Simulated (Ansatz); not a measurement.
**HfHO+ (quintet): wave-function methods side by side, def2-TZVPP**

The task here is to estimate one member of a computed series from the others.

Program: Ansatz 0.2.0, Gaussian basis. Level of theory: def2-TZVPP, core rule «outside noble gas», up to 5 orbitals frozen. These are calculated values, not measurements.

To be run: UHF; ROHF; CCSD(T) on UHF.

### The geometry

The geometry is a PBE0/def2-TZVP stationary point (not a proven minimum) of the parent state, kept for this charge and spin. No spin-orbit coupling is included. Elements past krypton take def2 core potentials.

3 atoms, charge 1, spin multiplicity 5.

Atoms are counted from 1 here; the program's logs count them from 0.

Bond lengths: Hf1–O2 1.843 Å, Hf1–H3 1.954 Å. Angles: O2–Hf1–H3 153.5°.

Set-up of the first run:

The input, in.yaml:

```yaml
crystal:
  periodic: [false, false, false]
  atoms:
    - {symbol: Hf, position_ang: [0.000000, -0.013056, 0.141257]}
    - {symbol: O, position_ang: [0.000000, 0.098311, -1.698045]}
    - {symbol: H, position_ang: [0.000000, 0.751458, 1.939409]}
basis:
  gaussian: {orbitals: def2-TZVPP}
total_charge: 1
magnetization: {spin_polarized: true, initial_magnetization: 4}
hamiltonian: {xc: hf}
output: {orbitals: {seedname: orbitals}}
```

Run with:

```console
> ansatz run in.yaml --threads 1 --pin off --events-out ev --progress --plain --max-ram 4096MiB --backend cpu
```

Steps of the session up to this table: UHF; ROHF; CCSD(T) on UHF.

One of the session's tables, all rows but one given; the rest of the session is left out.

It belongs to the step «Misses and costs». 

```
  method  from UCCSD(T) (kcal/mol)
    ROHF                   +163.08
     UHF                   +158.22
    UMP2                    +14.73
   UCCSD                         ?
UCCSD(T)                         0
```

Q: Estimate the row for UCCSD from the others.

**Answer.** from UCCSD(T) (kcal/mol): +6.24. In the column «from UCCSD(T) (kcal/mol)» it lies between UCCSD(T) (0) and UMP2 (+14.73).
